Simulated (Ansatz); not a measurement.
# Hf: the crystal squeezed far

An exercise on one series of results from a longer session: the logs are not shown, and one member is left open.

Program: Ansatz 0.2.0. Level of theory: DFT, PBEsol, PAW with Ansatz's default frozen-core files, scalar-relativistic. These are calculated values, not measurements.

1 further run of the same task is left out (it didn't finish). Runs told in other sessions of the task aren't counted.

## The structure to begin with

The structure is cubic, space group Im-3m (No. 229). Conventional cell: a = 3.510 Å, b = 3.510 Å, c = 3.510 Å, α = 90.00°, β = 90.00°, γ = 90.00°. Around Hf (site symmetry m-3m) lie 8 Hf at 3.04 Å.

Coordinates:

```
CELL_PARAMETERS angstrom
-1.75501 1.75501 1.75501
1.75501 -1.75501 1.75501
1.75501 1.75501 -1.75501
ATOMIC_POSITIONS crystal
Hf 0.00000 0.00000 0.00000
```

Whether this phase is the stable one at these pressures isn't tested.

The first run:

File input.yaml:

```yaml
crystal:
  lattice:
    - [-1.7550060741, 1.7550060741, 1.7550060741]
    - [1.7550060741, -1.7550060741, 1.7550060741]
    - [1.7550060741, 1.7550060741, -1.7550060741]
  atoms:
    - { symbol: Hf, position: [0.0, 0.0, 0.0] }
kpoints:
  mp_grid: { grid: [15, 15, 15] }
scf:
  occupations: { method: fermi_dirac, width: 0.08 }
hamiltonian:
  xc: pbesol
  pseudopotentials: { kind: paw }
output:
  forces: true
  stress: true
relax:
  f_tol: 0.005
  max_steps: 40
  cell: {}
```

The run is started by

```bash
$ ansatz run input.yaml --threads 1 --pin off --max-ram 2048MiB --backend cpu --events-out ev --progress --plain --runs-dir out
```

Steps of the session up to this table: Cell relaxed at zero pressure, PAW; Volume scaled by 1, PAW; Volume scaled by 0.9, PAW; Volume scaled by 0.8, PAW; Volume scaled by 0.7, PAW; Volume scaled by 0.6, PAW; Volume scaled by 0.5, PAW; Volume scaled by 0.4, PAW; Volume scaled by 0.4, PAW (cutoff 300 eV).

One of the session's tables, all rows but one given; the rest of the session is left out.

```
             method  volume over the first  volume (Å³/atom)  pressure (GPa)
                PAW                      1            21.301           -0.03
                PAW                    0.9            19.171           13.31
                PAW                    0.8                 ?               ?
                PAW                    0.7            14.911           67.47
                PAW                    0.6            12.781          129.60
                PAW                    0.5            10.651          251.16
                PAW                    0.4             8.521          542.99
PAW (cutoff 300 eV)                    0.4             8.521          558.13
```

**Question.** Estimate the row for PAW, 0.8.

As computed: volume (Å³/atom): 17.041; pressure (GPa): 33.70. In the column «volume (Å³/atom)» it lies between PAW, 0.7 (14.911) and PAW, 0.9 (19.171).

Caveats from the session: At pressures up to 558 GPa the PAW spheres may overlap and frozen cores may not hold, so those PAW values are rough without an all-electron check. Warnings in the runs' records: cutoff below recommended.
